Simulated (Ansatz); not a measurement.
Crystal: Ba2Tl5V3O12.

```
CELL_PARAMETERS angstrom
6.54548 0.00000 0.00000
0.00000 6.54548 0.00000
0.00000 0.00000 13.57484
ATOMIC_POSITIONS crystal
Ba 0.50000 0.00000 0.56322
Ba 0.00000 0.50000 0.43678
V 0.00000 0.00000 0.50000
V 0.00000 0.00000 0.00000
V 0.50000 0.50000 0.50000
Tl 0.50000 0.00000 0.02980
Tl 0.00000 0.50000 0.68840
Tl 0.00000 0.50000 0.97020
Tl 0.50000 0.00000 0.31160
Tl 0.50000 0.50000 0.00000
O 0.81622 0.88853 0.42632
O 0.88853 0.18378 0.57368
O 0.11147 0.81622 0.57368
O 0.18378 0.11147 0.42632
O 0.82276 0.85849 0.93300
O 0.85849 0.17724 0.06700
O 0.14151 0.82276 0.06700
O 0.17724 0.14151 0.93300
O 0.68323 0.61113 0.57410
O 0.61113 0.31677 0.42590
O 0.38887 0.68323 0.42590
O 0.31677 0.38887 0.57410
```

The cell was built by a generator and needn't be a form met in nature.

| Property | Result |
| --- | --- |
| Program | Ansatz 0.2.0 |
| Task | relaxation of cell and atoms |
| Functional | revPBE |
| Potentials or basis | Ansatz PAW |
| Cutoff | 420 eV (not typed: the program's choice for these potentials) |
| k mesh | 3 × 3 × 2 |
| Occupations | fermi-dirac, width 0.05 eV |
| Spin | collinear spin, ferromagnetic start |
| Starting moments | [0.0, 0.0, 2.0, 2.0, 2.0, 0.0, 0.0, 0.0, 0.0, 0.0, 0.0, 0.0, 0.0, 0.0, 0.0, 0.0, 0.0, 0.0, 0.0, 0.0, 0.0, 0.0] μB |

At the start: volume 26.44 Å³/atom.

Task: Where does the relaxation end?

Result: It ends after 19 steps and the volume is 30.23 Å³/atom (+14.3 %); space group P-4 (No. 81, to 0.05 Å); moment 0.00 μB per cell.

Step by step:
```csv
step,energy change (eV),largest force (eV/Å),volume (Å³)
1,0.0000,0.1836,581.59
2,-0.0279,0.1905,605.52
3,-0.0290,0.2082,609.62
4,-0.0398,0.0088,609.36
5,-0.0922,0.0089,609.36
6,-0.0880,0.0072,616.55
7,-0.0736,0.0086,628.23
8,-0.1086,0.0089,628.23
9,-0.0990,0.0098,637.80
10,-0.0918,0.0124,642.74
11,-0.0918,0.0017,642.82
12,-0.1174,0.0015,642.82
13,-0.1077,0.0277,651.32
14,-0.1036,0.0255,653.98
15,-0.1028,0.0065,654.77
16,-0.1228,0.0064,654.77
17,-0.1146,0.0027,661.97
18,-0.1103,0.0033,664.96
19,-0.1258,0.0034,664.96
```

Final structure:
```yaml
crystal:
  lattice:
    - [6.63457, 0.00000, 0.00000]
    - [0.00000, 6.63457, 0.00000]
    - [0.00000, 0.00000, 15.10675]
  atoms:
    - { symbol: Ba, position: [0.50000, 0.00000, 0.55436] }
    - { symbol: Ba, position: [0.00000, 0.50000, 0.44564] }
    - { symbol: V, position: [0.00000, 0.00000, 0.50000] }
    - { symbol: V, position: [0.00000, 0.00000, 0.00000] }
    - { symbol: V, position: [0.50000, 0.50000, 0.50000] }
    - { symbol: Tl, position: [0.50000, 0.00000, 0.02648] }
    - { symbol: Tl, position: [0.00000, 0.50000, 0.67294] }
    - { symbol: Tl, position: [0.00000, 0.50000, 0.97352] }
    - { symbol: Tl, position: [0.50000, 0.00000, 0.32706] }
    - { symbol: Tl, position: [0.50000, 0.50000, 0.00000] }
    - { symbol: O, position: [0.81897, 0.88896, 0.43324] }
    - { symbol: O, position: [0.88896, 0.18103, 0.56676] }
    - { symbol: O, position: [0.11104, 0.81897, 0.56676] }
    - { symbol: O, position: [0.18103, 0.11104, 0.43324] }
    - { symbol: O, position: [0.82527, 0.85919, 0.93944] }
    - { symbol: O, position: [0.85919, 0.17473, 0.06056] }
    - { symbol: O, position: [0.14081, 0.82527, 0.06056] }
    - { symbol: O, position: [0.17473, 0.14081, 0.93944] }
    - { symbol: O, position: [0.68062, 0.61098, 0.56699] }
    - { symbol: O, position: [0.61098, 0.31938, 0.43301] }
    - { symbol: O, position: [0.38902, 0.68062, 0.43301] }
    - { symbol: O, position: [0.31938, 0.38902, 0.56699] }
```

Caveat: the plane-wave basis is chosen anew once the cell has moved, so the energies of steps on either side of that aren't comparable; the PAW data sets come from PBE, with cores solved anew for the run's functional, which leaves a small shift of forces and pressure; the starting moments weren't kept.
